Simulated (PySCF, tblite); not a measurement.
# C₄H₁₀BBrSi: geometry, infrared bands and NMR shifts

What infrared bands and NMR shifts should C₄H₁₀BBrSi (`CB([SiH3])/C(C)=C\Br`) show?

The runs use tblite 0.8.0 and PySCF 2.14.0, with density-fitted response routines of our own; the level of theory stands in each step. All values are computed, except where a source is named. Atoms count from 0, in the outputs and in this text.

## Step 1: The starting structure

17 atoms, charge 0, multiplicity 1; geometry from: force field or distance geometry start.

Bonds of the start (Å): C0–B1 1.59, B1–Si2 1.94, B1–C3 1.57, C3–C4 1.51, C3–C5 1.33, C5–Br6 1.91, C0–H7 1.10, C0–H8 1.10, C0–H9 1.09, Si2–H10 1.47, Si2–H11 1.47, Si2–H12 1.48, C4–H13 1.09, C4–H14 1.13, C4–H15 1.12, C5–H16 1.08.

## Step 2: Geometry optimisation with GFN2-xTB

What the job is given:

```
{"job": {"kind": "relax", "xc": "GFN2-xTB", "basis": "xTB"}, "charge": 0, "multiplicity": 1}
C      1.000600     1.295700    -1.101800
B      0.577400     0.066900    -0.186800
Si     1.823100    -0.956400     0.899400
C     -0.961800    -0.042000     0.081600
C     -1.749300    -1.075400    -0.681200
C     -1.555400     0.737200     0.974800
Br    -0.548500     2.031900     1.953000
H      0.235400     1.461600    -1.874900
H      1.127000     2.190300    -0.475800
H      1.951000     1.050900    -1.568800
H      1.326900    -2.321400     1.093700
H      3.110900    -1.035700     0.186500
H      1.964600    -0.215700     2.167400
H     -1.418200    -2.047500    -0.322000
H     -1.433200    -0.933400    -1.759800
H     -2.845200    -0.878700    -0.578400
H     -2.612100     0.683700     1.183200
```

On the command line:

```
$ OMP_NUM_THREADS=1 python probes_run.py task.json out
```

One launch serves the whole session: the jobs run in the order shown.

Standard output:

```text
step      E/eV     max force
  0    -561.87364    1.342
  1    -561.96147    0.647
  2    -562.02738    0.638
  3    -562.05307    0.452
  4    -562.07593    0.314
  5    -562.09029    0.346
  6    -562.10472    0.323
  7    -562.11378    0.291
  8    -562.12072    0.187
  9    -562.12577    0.187
 10    -562.12919    0.146
 11    -562.13149    0.120
 12    -562.13337    0.108
 13    -562.13493    0.105
 14    -562.13622    0.094
 15    -562.13744    0.103
 16    -562.13865    0.076
 17    -562.13975    0.077
 18    -562.14064    0.068
 19    -562.14141    0.090
 20    -562.14226    0.089
 21    -562.14333    0.083
 22    -562.14445    0.091
 23    -562.14539    0.065
 24    -562.14605    0.069
 25    -562.14649    0.052
 26    -562.14683    0.058
 27    -562.14714    0.044
 28    -562.14745    0.054
 29    -562.14779    0.060
 30    -562.14817    0.059
 31    -562.14858    0.049
 32    -562.14895    0.048
 33    -562.14929    0.057
 34    -562.14958    0.056
 35    -562.14988    0.052
 36    -562.15021    0.052
 37    -562.15058    0.052
 38    -562.15090    0.037
 39    -562.15110    0.035
 40    -562.15123    0.030
 41    -562.15133    0.029
 42    -562.15144    0.024
 43    -562.15152    0.021
 44    -562.15157    0.020
 45    -562.15161    0.019
 46    -562.15167    0.026
 47    -562.15175    0.035
 48    -562.15182    0.028
 49    -562.15187    0.017
 50    -562.15191    0.014
 51    -562.15196    0.024
 52    -562.15205    0.040
 53    -562.15219    0.045
 54    -562.15236    0.037
 55    -562.15249    0.031
 56    -562.15259    0.023
 57    -562.15267    0.020
 58    -562.15273    0.022
 59    -562.15278    0.020
 60    -562.15282    0.016
 61    -562.15287    0.015
 62    -562.15292    0.019
 63    -562.15298    0.020
 64    -562.15304    0.018
 65    -562.15308    0.016
 66    -562.15312    0.014
 67    -562.15315    0.012
 68    -562.15317    0.011
 69    -562.15319    0.012
 70    -562.15321    0.014
 71    -562.15324    0.015
 72    -562.15328    0.019
 73    -562.15333    0.022
 74    -562.15342    0.019
 75    -562.15352    0.022
 76    -562.15362    0.022
 77    -562.15368    0.014
 78    -562.15372    0.024
 79    -562.15375    0.015
 80    -562.15381    0.011
 81    -562.15383    0.010
```

Run time: 0.6 s. Hardware: 1 thread of Arm Neoverse V1, shared host; peak memory 0.18 GiB.

Step by step: (not every step is listed)

| step | energy from step 0 (eV) | largest force (eV/Å) |
| --- | --- | --- |
| 0 | 0.0000 | 1.3421 |
| 1 | -0.0878 | 0.6473 |
| 2 | -0.1537 | 0.6379 |
| 3 | -0.1794 | 0.4523 |
| 4 | -0.2023 | 0.3137 |
| 5 | -0.2166 | 0.3458 |
| 6 | -0.2311 | 0.3234 |
| 7 | -0.2401 | 0.2913 |
| 8 | -0.2471 | 0.1868 |
| 14 | -0.2626 | 0.0940 |
| 20 | -0.2686 | 0.0887 |
| 26 | -0.2732 | 0.0579 |
| 32 | -0.2753 | 0.0484 |
| 38 | -0.2773 | 0.0373 |
| 44 | -0.2779 | 0.0199 |
| 50 | -0.2783 | 0.0144 |
| 56 | -0.2790 | 0.0229 |
| 62 | -0.2793 | 0.0191 |
| 68 | -0.2795 | 0.0109 |
| 74 | -0.2798 | 0.0192 |
| 76 | -0.2800 | 0.0224 |
| 77 | -0.2800 | 0.0140 |
| 78 | -0.2801 | 0.0239 |
| 79 | -0.2801 | 0.0154 |
| 80 | -0.2802 | 0.0112 |
| 81 | -0.2802 | 0.0099 |

Close pairs (by a distance rule), those that changed most:

| bond | before (Å) | after (Å) | change (Å) |
| --- | --- | --- | --- |
| C4–H14 | 1.133 | 1.089 | -0.044 |
| C4–H15 | 1.118 | 1.088 | -0.030 |
| B1–Si2 | 1.944 | 1.973 | +0.029 |
| C0–B1 | 1.589 | 1.570 | -0.019 |
| C0–H7 | 1.100 | 1.089 | -0.011 |
| Si2–H10 | 1.465 | 1.474 | +0.008 |
| Si2–H12 | 1.475 | 1.468 | -0.008 |
| C0–H8 | 1.099 | 1.093 | -0.006 |

The end geometry stands in the next job.

## Step 3: Harmonic vibrations with GFN2-xTB

What the job is given:

```
{"job": {"kind": "ir", "xc": "GFN2-xTB", "basis": "xTB"}, "charge": 0, "multiplicity": 1}
C      1.044559     1.253070    -1.186452
B      0.557968     0.185511    -0.142852
Si     1.807496    -0.942339     0.885591
C     -0.974183     0.034797     0.120139
C     -1.697485    -1.026566    -0.664555
C     -1.648767     0.758011     1.004487
Br    -0.796671     2.109754     2.044138
H      0.313562     1.500034    -1.955602
H      1.222158     2.177019    -0.629366
H      1.987698     1.008579    -1.671728
H      1.310442    -2.318651     1.059425
H      3.133094    -1.077938     0.264261
H      2.038546    -0.424071     2.239238
H     -1.255603    -2.000745    -0.459384
H     -1.594285    -0.833006    -1.731585
H     -2.755397    -1.057533    -0.412329
H     -2.700130     0.666103     1.226664
```

Standard output:

```text
mode    cm-1     km/mol
  1     -28.7      0.02
  2      25.5      0.96
  3      70.3      0.71
  4      90.5      1.62
  5     114.1      0.51
  6     125.8      1.07
  7     182.4      0.34
  8     206.4      1.74
  9     222.9      3.60
 10     294.5      2.25
 11     370.3     24.34
 12     446.9     13.98
 13     488.8     28.11
 14     499.1     21.01
 15     545.8      9.11
 16     695.1      1.61
 17     750.6     22.57
 18     756.7     27.15
 19     800.7    207.05
 20     804.7    237.71
 21     818.5     96.58
 22     826.9    255.27
 23    1001.0      2.41
 24    1011.7     13.16
 25    1027.7      6.44
 26    1071.9     37.81
 27    1151.6     16.59
 28    1250.6     51.36
 29    1375.7     36.42
 30    1393.2      3.94
 31    1463.7      7.47
 32    1474.0      5.93
 33    1479.5      3.43
 34    1490.6      1.38
 35    1646.3     10.16
 36    2182.1    334.07
 37    2211.8    392.56
 38    2232.3    224.21
 39    2970.2     17.33
 40    3004.4     16.86
 41    3010.9     30.31
 42    3017.4     16.01
 43    3021.9     12.65
 44    3027.8     23.29
 45    3070.6     16.85
```

Wall time 0.65 s (1 thread of Arm Neoverse V1, shared host); peak memory 0.18 GiB.

The strongest bands and the atoms that carry them (share of the mass-weighted mode):

| cm⁻¹ | km/mol | atoms |
| --- | --- | --- |
| 801 | 207.1 | H10 46 %, H12 45 % |
| 805 | 237.7 | H12 42 %, H11 35 % |
| 818 | 96.6 | H11 18 %, H9 15 %, B1 13 %, H10 10 % |
| 827 | 255.3 | H10 39 %, H11 39 % |
| 1251 | 51.4 | H16 45 %, C3 29 % |
| 2182 | 334.1 | H10 96 % |
| 2212 | 392.6 | H11 96 % |
| 2232 | 224.2 | H12 96 % |

## Step 4: NMR shieldings: PBE0/pcSseg-1

The job, as its differences from that of step 3:

```diff
@@ -1,2 +1,2 @@
-{"job": {"kind": "ir", "xc": "GFN2-xTB", "basis": "xTB"}, "charge": 0, "multiplicity": 1}
+{"job": {"kind": "nmr", "xc": "PBE0", "basis": "pcSseg-1"}, "charge": 0, "multiplicity": 1}
 C      1.044559     1.253070    -1.186452
```

Method: GIAO PBE0/pcSseg-1 NMR shielding, non-relativistic, gas phase.

Standard output:

```text
coarse grid: 64368 points
cycle   1  E = -3045.8927485119  dE = -6.975e-01  |g| = 7.859e-01  |ddm| = 3.760e+00
cycle   2  E = -3045.8758253858  dE =  1.692e-02  |g| = 5.963e-01  |ddm| = 7.644e-01
cycle   3  E = -3045.9285815082  dE = -5.276e-02  |g| = 2.388e-01  |ddm| = 6.867e-01
cycle   4  E = -3045.9426427238  dE = -1.406e-02  |g| = 7.127e-02  |ddm| = 2.771e-01
cycle   5  E = -3045.9437851724  dE = -1.142e-03  |g| = 1.305e-02  |ddm| = 6.341e-02
cycle   6  E = -3045.9438299108  dE = -4.474e-05  |g| = 3.914e-03  |ddm| = 2.018e-02
cycle   7  E = -3045.9438340989  dE = -4.188e-06  |g| = 1.214e-03  |ddm| = 5.675e-03
final grid: 134760 points
cycle   8  E = -3045.9438453395  dE =  2.156e-07  |g| = 1.539e-03  |ddm| = 3.325e-03
cycle   9  E = -3045.9438447842  dE =  5.553e-07  |g| = 2.107e-03  |ddm| = 3.873e-03
cycle  10  E = -3045.9438459348  dE = -1.151e-06  |g| = 1.512e-04  |ddm| = 2.396e-03
cycle  11  E = -3045.9438459410  dE = -6.185e-09  |g| = 1.809e-05  |ddm| = 1.631e-04
cycle  12  E = -3045.9438459410  dE = -5.821e-11  |g| = 1.037e-05  |ddm| = 2.746e-05
converged SCF energy = -3045.9438459410

GIAO shielding tensors (ppm)
atom      isotropic    diamagn.    paramagn.     s11        s22        s33       span
  0 C      164.620     251.846     -87.226    135.519    174.439    183.902     48.383
  1 B       -6.945     193.699    -200.644    -99.253    -48.491    126.909    226.162
  2 Si     466.930     880.335    -413.405    423.867    482.166    494.757     70.890
  3 C       20.166     261.193    -241.027    -92.773     16.194    137.079    229.852
  4 C      166.150     247.269     -81.119    152.016    160.579    185.855     33.839
  5 C       72.596     250.795    -178.199     -4.715    101.706    120.797    125.513
  6 Br    2117.875    3125.420   -1007.545   1636.476   1951.714   2765.437   1128.961
  7 H       29.996      30.969      -0.973     26.371     29.509     34.109      7.739
  8 H       30.004      29.487       0.517     25.942     29.292     34.777      8.835
  9 H       29.703      30.058      -0.355     25.795     28.721     34.594      8.800
 10 H       28.173      28.550      -0.377     24.560     27.360     32.599      8.039
 11 H       28.297      28.699      -0.402     24.800     26.544     33.546      8.747
 12 H       27.786      28.221      -0.436     24.258     27.416     31.684      7.425
 13 H       29.721      29.875      -0.154     25.170     28.637     35.355     10.185
 14 H       29.989      29.734       0.254     25.521     28.588     35.858     10.337
 15 H       29.728      29.625       0.103     26.327     28.539     34.317      7.990
 16 H       25.864      31.537      -5.672     20.745     26.875     29.973      9.228
```

It took 47 s on 1 thread of Arm Neoverse V1, shared host; peak memory 0.88 GiB.

Shifts follow as δ = σ(reference) − σ, with reference shieldings (ppm) from runs at the same level and on the same kind of geometry: ¹H TMS 31.72, ¹³C TMS 186.9, ²⁹Si TMS 349.2, ¹¹B BF3·OEt2 100.1, ⁷⁹Br HBr 2622. The references are single molecules in the gas phase. Atoms listed in one row are averaged.

| atoms | environment | σ (ppm) | δ (ppm) | δ scaled to CDCl3 |
| --- | --- | --- | --- | --- |
| C3 | fully substituted alkene carbon | 20.2 | 166.8 | 160.8 |
| C5 | alkene CH | 72.6 | 114.3 | 94.8 |
| C0 | methyl carbon bonded to B | 164.6 | 22.3 | 19.9 |
| C4 | allylic methyl carbon | 166.2 | 20.8 | 18.4 |
| H16 | hydrogen on an alkene CH | 25.86 | 5.85 | 5.62 |
| H10, H11, H12 | hydrogen on a silicon bonded to B | 28.09 | 3.63 | – |
| H13, H14, H15 | hydrogen on an allylic methyl carbon | 29.81 | 1.90 | 1.90 |
| H7, H8, H9 | hydrogen on a methyl carbon bonded to B | 29.90 | 1.82 | 1.82 |
| B1 | boron bonded to 2 C, Si | -6.9 | 107.0 | – |
| Si2 | silicon bonded to B, 3 H | 466.9 | -117.8 | – |
| Br6 | bromine bonded to C | 2118 | 504 | – |

The scaled column applies a straight-line fit of computed shieldings to shifts measured in CDCl3, with any fitted terms for Cl, Br or S neighbours (root-mean-square error 0.16 ppm for H, 1.9 ppm for C).

Charges from the same density, by scheme (e):

| atoms | Mulliken | IAO | Hirshfeld | ESP fit |
| --- | --- | --- | --- | --- |
| C0 | -0.48 | -0.56 | -0.19 | -0.52 |
| B1 | 0.20 | 0.08 | 0.13 | 0.34 |
| Si2 | 0.40 | 0.42 | 0.22 | 0.16 |
| C3 | -0.39 | -0.09 | -0.07 | 0.25 |
| C4 | -0.20 | -0.41 | -0.10 | -0.44 |
| C5 | -0.10 | -0.24 | -0.07 | -0.58 |
| Br6 | -0.15 | -0.01 | -0.02 | -0.03 |

Mayer bond orders: C0–B1 1.09, B1–Si2 0.92, B1–C3 0.87, C3–C4 1.05, C3–C5 1.86, C5–Br6 1.04.

## Step 5: What came out

| quantity | value |
| --- | --- |
| strongest single infrared mode (GFN2-xTB) | 2212 cm⁻¹, 393 km/mol |
| zero-point energy (GFN2-xTB) | 76.8 kcal/mol |
| ¹³C shifts against TMS (PBE0/pcSseg-1) | 166.8, 114.3, 22.3, 20.8 ppm |
| ¹H shifts against TMS (PBE0/pcSseg-1, means over atoms taken as alike) | 5.85, 3.63, 1.90, 1.82 ppm |
| ¹¹B shifts against BF3·OEt2 (PBE0/pcSseg-1) | 107.0 ppm |
| ²⁹Si shifts against TMS (PBE0/pcSseg-1) | -117.8 ppm |
| ⁷⁹Br shifts against HBr (PBE0/pcSseg-1) | 504 ppm |

What this shows: Relaxing lowered the energy by 0.280 eV in 81 steps; the close pair that moved most is C4–H14, from 1.133 to 1.089 Å. The lowest mode is imaginary (29i cm⁻¹), so the xTB geometry is not a minimum. The strongest single mode, at 2212 cm⁻¹, moves mainly H11. Unscaled tight-binding wavenumbers are off by several per cent, some by more. Its intensities can rank the bands wrongly. C5 stands next to heavy halogen, whose spin-orbit shielding this run leaves out, so the computed shift lies too far downfield, most of all for carbon beside Br or I. The most deshielded hydrogen is H16 (hydrogen on an alkene CH), at 5.85 ppm: a vinylic proton, deshielded by the sp2 carbon and the C=C anisotropy. At PBE0/pcSseg-1: The widest tensor belongs to Br6: span 1129 ppm, with a paramagnetic part of -1008 ppm. Spin-orbit coupling is left out, which matters for shieldings and couplings at and beside the heavy atoms.
